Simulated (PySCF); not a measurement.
# I4Nb ([NbI4]-): the cost of one run

Programs: PySCF 2.14.0, with routines of our own; each step states its level. All values are computed. Atoms count from 0.

### 1 The starting structure

5 atoms, charge -1, states of the metal's open shell are computed; geometry from: model geometry, bond lengths from ionic radii.

### 2 Ligand-field states: state-averaged CASSCF

The job: settings as JSON, then the geometry in Å.

```
{"job": {"kind": "lf", "basis": {"metal": "x2c-TZVPall", "ligand": "x2c-SVPall"}, "nevpt": true}, "charge": -1, "metal": "Nb", "open_shell": "d2"}
Nb     0.000000     0.000000     0.000000
I      1.535752     1.535752     1.535752
I     -1.535752    -1.535752     1.535752
I     -1.535752     1.535752    -1.535752
I      1.535752    -1.535752    -1.535752
```

Level: state-averaged CASSCF of the metal d shell, SC-NEVPT2 on the averaged canonical orbitals, state-interaction spin-orbit coupling.

Run with:

```console
$ OMP_NUM_THREADS=1 python lf_run.py task.json out
```

One launch serves the whole session: the jobs run in the order shown.

**Question.** How long does this first job take on 1 thread of Intel Xeon Platinum 8488C, shared host, and how much memory does it need?

About 98 s, with a peak of 0.69 GiB.
